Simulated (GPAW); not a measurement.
The system is Ti3S2.

```
Ti S
1.0
     2.71311    1.56642    3.23762
    -2.71311    1.56642    3.23762
     0.00000   -3.13283    3.23762
Ti S
3 2
Direct
  0.00000 0.33565 0.66434
  0.66434 0.00000 0.33565
  0.33565 0.66434 0.00000
  0.16784 0.16784 0.16784
  0.83216 0.83216 0.83216
```

The cell comes from a database or a generator and needn't be the stable form of this composition.

| Quantity | Value |
| --- | --- |
| Program | GPAW 26.7.0 |
| Task | relaxation of cell and atoms |
| Functional | PBEsol |
| Potentials or basis | PAW data sets generated in the run's folder for this functional |
| Cutoff | 600 eV |
| Basis | pw |
| k mesh | 5 × 5 × 5 |
| Occupations | fermi-dirac, width 0.05 eV |
| Spin | no spin polarisation |

At the start: pressure -4.4 GPa; volume 16.51 Å³/atom.

Problem. Where does the relaxation end?

Solution. Over 9 steps the energy falls by 5.8 meV/atom and the volume is 15.95 Å³/atom (-3.4 %); space group R32 (No. 155, to 0.05 Å).

Step by step:
```tsv
step	energy change (eV)	largest force (eV/Å)	pressure (GPa)	volume (Å³)
1	0.0000	0.0375	-4.45	82.56
2	-0.0074	0.0331	-3.95	82.23
3	-0.0287	0.0625	0.12	79.79
4	-0.0290	0.0489	-0.04	79.88
5	-0.0294	0.0262	-0.15	79.92
6	-0.0295	0.0348	-0.14	79.89
7	-0.0294	0.0331	-0.06	79.83
8	-0.0293	0.0223	0.01	79.78
9	-0.0292	0.0072	0.04	79.76
```

Final structure:
```xyz
5
Lattice="2.6832 1.5491 3.1981 -2.6832 1.5491 3.1981 0.0000 -3.0983 3.1981" Properties=species:S:1:pos:R:3 pbc="T T T"
Ti   -0.9029   -1.5344    3.1981
Ti    1.7803   -0.0148    3.1981
Ti   -0.8773    1.5491    3.1981
S     0.0000    0.0000    1.6091
S     0.0000    0.0000    7.9851
```

Caveat: later steps reuse the first step's grids.
